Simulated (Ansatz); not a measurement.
**C₂H₃AlS₂: one species, many methods**

One table from this session's results is given with a row withheld; the runs are named, their logs left out.

Method: functionals in def2-TZVPP, the program's frozen cores in correlated methods; program: Ansatz 0.2.0, Gaussian basis.

The runs, in order: LDA (SPW92), PBE-D4, revPBE-D4, BLYP-D4, r2SCAN-D4, B97M-V, PBE0-D4, B3LYP-D4, r2SCANh-D4, r2SCAN0-D4, HSE06-D4, BHLYP-D4, CAM-B3LYP-D4, LC-ωPBE, ωB97X-V, ωB97M-V, B2PLYP, PBE-QIDH; CCSD(T)/def2-SVP; CCSD(T)/def2-TZVPP; MP2/def2-QZVPP; extrapolation to the limit; RPA on PBE.

## Structure used throughout

The geometry comes from an earlier relaxation with PBE0-D4 in a triple-zeta def2 set; it is a stationary point, not always the lowest conformer.

SMILES `C=[C]1[AlH][S]S1`, 8 atoms, charge 0, spin multiplicity 1.

Atoms are counted from 1 here; the program's logs count them from 0.

Bond lengths: C1–C2 1.332 Å, C1–H6 1.085 Å, C1–H7 1.087 Å, C2–Al3 1.937 Å, C2–S5 1.775 Å, Al3–S4 2.182 Å, Al3–H8 1.576 Å, S4–S5 2.114 Å. Angles: C2–C1–H6 120.1°, C2–C1–H7 123.5°, H6–C1–H7 116.4°, C1–C2–Al3 140.0°, C1–C2–S5 123.8°, Al3–C2–S5 96.2°, C2–Al3–S4 88.5°, C2–Al3–H8 139.2°, S4–Al3–H8 132.3°, Al3–S4–S5 80.1°, C2–S5–S4 95.2°.

The first run:

The input, in.yaml:

```yaml
crystal:
  periodic: [false, false, false]
  atoms:
    - {symbol: C, position_ang: [-1.517007, 0.372902, 0.234480]}
    - {symbol: C, position_ang: [-0.201114, 0.276220, 0.049611]}
    - {symbol: Al, position_ang: [1.157761, -1.067971, -0.265541]}
    - {symbol: S, position_ang: [2.645973, 0.527354, -0.304240]}
    - {symbol: S, position_ang: [0.900339, 1.667562, 0.041946]}
    - {symbol: H, position_ang: [-2.133868, -0.519266, 0.227505]}
    - {symbol: H, position_ang: [-2.032059, 1.316432, 0.397293]}
    - {symbol: H, position_ang: [1.272076, -2.630132, -0.436854]}
basis:
  gaussian: {orbitals: def2-TZVPP}
hamiltonian: {xc: lda}
output: {orbitals: {seedname: orbitals}}
```

Run with:

```console
$ ansatz run in.yaml --threads 2 --pin off --events-out ev --progress --plain --max-ram 4352MiB
```

Steps of the session up to this table: LDA; PBE-D4 (GGA); revPBE-D4 (GGA); BLYP-D4 (GGA); r2SCAN-D4 (meta-GGA); B97M-V (meta-GGA); B3LYP-D4 (hybrid); r2SCANh-D4 (hybrid); r2SCAN0-D4 (hybrid); HSE06-D4 (hybrid); BHLYP-D4 (hybrid); CAM-B3LYP-D4 (range-separated); LC-ωPBE (range-separated); ωB97X-V (range-separated); ωB97M-V (range-separated); B2PLYP (double hybrid); PBE-QIDH (double hybrid).

One table of the session follows, with a row left open; its other results are not shown here.

It belongs to the step «Frontier levels by functional». 

```
  functional  HOMO (eV)  LUMO (eV)  gap (eV)
 LDA (SPW92)      -5.18      -2.86      2.32
      PBE-D4      -5.03      -2.62      2.41
   revPBE-D4      -4.97      -2.52      2.45
     BLYP-D4      -4.85      -2.46      2.39
   r2SCAN-D4      -5.20      -2.44      2.76
      B97M-V      -5.26      -2.46      2.80
     PBE0-D4      -6.05      -1.85      4.20
    B3LYP-D4      -5.83      -2.02      3.81
  r2SCANh-D4      -5.59      -2.16      3.43
  r2SCAN0-D4      -6.17      -1.75      4.42
    HSE06-D4      -5.66      -2.22      3.44
    BHLYP-D4      -6.94      -1.00      5.94
CAM-B3LYP-D4          ?          ?         ?
     LC-ωPBE      -8.56       0.17      8.73
     ωB97X-V      -8.23       0.09      8.32
     ωB97M-V      -8.10      -0.09      8.01
```

**Question.** Estimate the row for CAM-B3LYP-D4.

**Answer.** HOMO (eV): -7.26; LUMO (eV): -0.86; gap (eV): 6.40. In the column «HOMO (eV)» it lies between ωB97M-V (-8.10) and BHLYP-D4 (-6.94).
